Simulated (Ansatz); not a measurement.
Run this with Ansatz's Python interface and show what comes out.

Contents of `clh3s2si.xyz`:
```text
7

S    -0.69910    1.25260   -1.41590
Si   -0.01230    0.07340    0.15380
S     1.87180   -0.70160   -0.38270
Cl   -1.22860   -1.46240    0.46510
H    -1.97710    1.44420   -0.94270
H     0.07970    0.87400    1.40910
H     2.02690   -1.54810    0.66770
```

`clh3s2si_opt.py`
```python
'''Relax the ClH3S2Si molecule.'''

import ansatz as az
import numpy as np

clh3s2si = az.Crystal.molecule_from_extxyz('clh3s2si.xyz')

job = (
    clh3s2si.calculation()
    .basis(gaussian='def2-SVP')
    .functional('pbe0')
)
symbols = [site.symbol for site in clh3s2si.cartesian_sites]
start = np.array([site.position_ang for site in clh3s2si.cartesian_sites], dtype=float)
def progress(event):
    if event['event'] == 'relax_step':
        row = event['data']
        print(f'step {row["step"]:3d}  E = {row["lagrangian_ev"]:.6f} eV  largest force component {row["allowed_force_max_ev_ang"]:.4f} eV/A')


summary = job.relax(force_tolerance=0.01).session().plan().execute(on_event=progress).report
end = np.array(summary['positions_ang'])

print(f'E = {summary["free_energy_ev"]:.6f} eV = {summary["free_energy_ev"] / 27.211386246:.7f} Ha')
print('converged:', summary['converged'], ' doubts:', summary['published_state_doubts'] or 'none')

print('final positions (A) and the move of each atom')
for symbol, xyz, old in zip(symbols, end, start):
    print(f'{symbol:2s} {xyz[0]:10.5f} {xyz[1]:10.5f} {xyz[2]:10.5f}   {np.linalg.norm(xyz - old):7.4f}')

charges = summary['charge_distribution']
print('dipole moment', round(4.803205 * float(np.linalg.norm(charges['dipole_moment_e_ang'])), 3), 'D')
print('Mulliken:', [(s, round(q, 3)) for s, q in zip(symbols, charges['mulliken_charges_e'])])
with open('clh3s2si_opt.xyz', 'w') as handle:
    handle.write(f'{len(symbols)}\nrelaxed ClH3S2Si\n')
    handle.writelines(f'{s:2s} {x:11.6f} {y:11.6f} {z:11.6f}\n' for s, (x, y, z) in zip(symbols, end))
```

```console
$ python clh3s2si_opt.py
step   1  E = -42094.484811 eV  largest force component 1.4634 eV/A
step   2  E = -42094.575944 eV  largest force component 0.7991 eV/A
step   3  E = -42094.670355 eV  largest force component 0.3382 eV/A
step   4  E = -42094.677689 eV  largest force component 0.1536 eV/A
step   5  E = -42094.680635 eV  largest force component 0.0387 eV/A
step   6  E = -42094.680883 eV  largest force component 0.0184 eV/A
step   7  E = -42094.680910 eV  largest force component 0.0066 eV/A
step   8  E = -42094.681056 eV  largest force component 0.0261 eV/A
step   9  E = -42094.681984 eV  largest force component 0.0611 eV/A
step  10  E = -42094.682505 eV  largest force component 0.0153 eV/A
step  11  E = -42094.683557 eV  largest force component 0.0834 eV/A
step  12  E = -42094.676459 eV  largest force component 0.5133 eV/A
step  13  E = -42094.687703 eV  largest force component 0.0960 eV/A
step  14  E = -42094.689800 eV  largest force component 0.2820 eV/A
step  15  E = -42094.696354 eV  largest force component 0.0096 eV/A
step  16  E = -42094.696140 eV  largest force component 0.0264 eV/A
step  17  E = -42094.696464 eV  largest force component 0.0077 eV/A
step  18  E = -42094.696473 eV  largest force component 0.0069 eV/A
E = -42094.696495 eV = -1546.9515634 Ha
converged: True  doubts: none
final positions (A) and the move of each atom
S    -0.77151    1.04127   -1.55084    0.2610
Si   -0.06393    0.01628    0.17560    0.0800
S     1.92709   -0.53536   -0.34485    0.1792
Cl   -1.14732   -1.68623    0.64571    0.2989
H    -1.67201    1.77062   -0.85456    0.4554
H    -0.17501    0.90021    1.36438    0.2599
H     1.96400   -1.57469    0.51896    0.1637
dipole moment 1.486 D
Mulliken: [('S', -0.228), ('Si', 0.523), ('S', -0.231), ('Cl', -0.247), ('H', 0.109), ('H', -0.037), ('H', 0.111)]
```

It writes `clh3s2si_opt.xyz`:
```text
7
relaxed ClH3S2Si
S    -0.771513    1.041269   -1.550840
Si   -0.063930    0.016278    0.175597
S     1.927086   -0.535359   -0.344847
Cl   -1.147325   -1.686229    0.645711
H    -1.672010    1.770624   -0.854561
H    -0.175007    0.900207    1.364382
H     1.963998   -1.574690    0.518957
```

Caveats:
- Total energies depend on the basis set; only differences at equal settings carry meaning.
- The end point is the stationary point reached from this start; no frequency run checks that it is a minimum, and the basis set is modest.
- Finished in 52 s on 1 thread of Arm Neoverse V2, with other jobs on the host, peak memory 0.26 GiB.
